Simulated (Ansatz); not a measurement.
# C6H2Br4: the cost of one run

All numbers are computed with Ansatz 0.2.0 through its Python package. Level of theory: Hartree-Fock/def2-SVP.

### Step 1. The structure

Bond lengths: Br1–C2 1.899 Å, C2–C3 1.399 Å, C3–C4 1.399 Å, C4–Br5 1.899 Å, C4–C6 1.398 Å, C6–Br7 1.899 Å, C6–C8 1.399 Å, C2–C9 1.398 Å, C8–C9 1.399 Å, C9–Br10 1.899 Å, C3–H11 1.088 Å, C8–H12 1.088 Å. Angles (14 of 18 angles, heavy atoms first): Br1–C2–C3 117.1°, Br1–C2–C9 123.1°, C3–C2–C9 119.8°, C2–C3–C4 120.4°, C3–C4–Br5 117.1°, C3–C4–C6 119.8°, Br5–C4–C6 123.1°, C4–C6–Br7 123.1°, C4–C6–C8 119.8°, Br7–C6–C8 117.1°, C6–C8–C9 120.4°, C2–C9–C8 119.8°, C2–C9–Br10 123.1°, C8–C9–Br10 117.1°.

No structure file is read: the coordinates are typed or built in the script.

### Step 2. Script

Contents of freq_c6h2br4.py:

```python
# -*- coding: utf-8 -*-
'''Harmonic frequencies of C6H2Br4 at its relaxed geometry.'''

from dataclasses import dataclass
import itertools

import ansatz as az
from ase.data import atomic_numbers, covalent_radii
import numpy as np


@dataclass(frozen=True)
class Settings:
    basis: str = 'def2-SVP'
    functional: str = 'hf'


opts = Settings()


def main():
    system = (
        az.Crystal.molecule()
        .atom('Br', [3.0778, -1.1874, -0.0358])
        .atom('C', [1.3224, -0.4627, -0.0155])
        .atom('C', [0.2578, -1.3706, -0.0011])
        .atom('C', [-1.0639, -0.9116, 0.0143])
        .atom('Br', [-2.436, -2.2245, 0.033])
        .atom('C', [-1.3224, 0.4627, 0.0155])
        .atom('Br', [-3.0778, 1.1874, 0.0358])
        .atom('C', [-0.2578, 1.3706, 0.0011])
        .atom('C', [1.0639, 0.9116, -0.0143])
        .atom('Br', [2.436, 2.2245, -0.033])
        .atom('H', [0.459, -2.4402, -0.002])
        .atom('H', [-0.459, 2.4402, 0.002])
    )

    calculation = system.calculation().basis(gaussian=opts.basis).functional(opts.functional)
    symbols = [site.symbol for site in system.cartesian_sites]
    start = np.array([site.position_ang for site in system.cartesian_sites], dtype=float)
    rep = calculation.relax(force_tolerance=0.003, max_steps=100).run(threads=1).report
    end = np.array(rep['positions_ang'])

    # pairs closer than 1.2 times the sum of covalent radii, before or after
    radius = [covalent_radii[atomic_numbers[s]] for s in symbols]
    span = lambda where, i, j: np.linalg.norm(where[i] - where[j])
    bonded = [(i, j) for i, j in itertools.combinations(range(len(symbols)), 2) if min(span(start, i, j), span(end, i, j)) < 1.2 * (radius[i] + radius[j])]
    print('pair        before    after (A)')
    for i, j in bonded:
        print(f'{symbols[i]}{i}-{symbols[j]}{j}'.ljust(10), f'{span(start, i, j):8.4f} {span(end, i, j):8.4f}')

    # frequencies need a stationary point, so they are taken at the relaxed geometry
    minimum = az.Crystal.molecule()
    for symbol, place in zip(symbols, end):
        minimum = minimum.atom(symbol, place.tolist())
    vibrating = minimum.calculation()
    vibrating = vibrating.basis(gaussian=opts.basis)
    vibrating = vibrating.functional(opts.functional)
    vibrating = vibrating.phonons(temperatures=(100, 500, 100))
    vib = vibrating.run(threads=1).report['vibrations']
    sums = vib['harmonic_sums']
    modes = [m['omega_inv_cm'] for m in sums['modes_at_gamma'] if m['rigid_motion'] == 'no']
    print('frequencies (1/cm):', ' '.join(f'{w:.0f}' for w in modes))
    print('imaginary modes:', sum(w < 0 for w in modes), ' zero-point energy:', round(sums['zero_point_energy_ev'], 4), 'eV')
    print('T (K)   F_vib (eV)   S_vib (meV/K)   C_vib (meV/K)')
    for row in zip(sums['temperatures_k'], sums['vibrational_free_energy_ev'], vib['entropy_ev_per_k'], vib['heat_capacity_ev_per_k']):
        print(f'{row[0]:6.1f} {row[1]:11.4f} {1000 * row[2]:13.4f} {1000 * row[3]:15.4f}')


if __name__ == '__main__':
    main()
```

### Step 3. The input behind the calls

The package turns the script's settings into the engine's input (first run):

```yaml
crystal:
  periodic: [false, false, false]
  atoms:
    - { symbol: Br, position_ang: [3.0778, -1.1874, -0.0358] }
    - { symbol: C, position_ang: [1.3224, -0.4627, -0.0155] }
    - { symbol: C, position_ang: [0.2578, -1.3706, -0.0011] }
    - { symbol: C, position_ang: [-1.0639, -0.9116, 0.0143] }
    - { symbol: Br, position_ang: [-2.436, -2.2245, 0.033] }
    - { symbol: C, position_ang: [-1.3224, 0.4627, 0.0155] }
    - { symbol: Br, position_ang: [-3.0778, 1.1874, 0.0358] }
    - { symbol: C, position_ang: [-0.2578, 1.3706, 0.0011] }
    - { symbol: C, position_ang: [1.0639, 0.9116, -0.0143] }
    - { symbol: Br, position_ang: [2.436, 2.2245, -0.033] }
    - { symbol: H, position_ang: [0.459, -2.4402, -0.002] }
    - { symbol: H, position_ang: [-0.459, 2.4402, 0.002] }
basis:
  gaussian:
    orbitals: def2-SVP
hamiltonian:
  xc: hf
relax:
  f_tol: 0.003
  max_steps: 100
```

### Step 4. The run

On the command line:

```sh
python freq_c6h2br4.py
```

What time and memory should one allow on 1 thread of Arm Neoverse V2, shared host?

About 10 min, with a peak of 1.1 GiB.
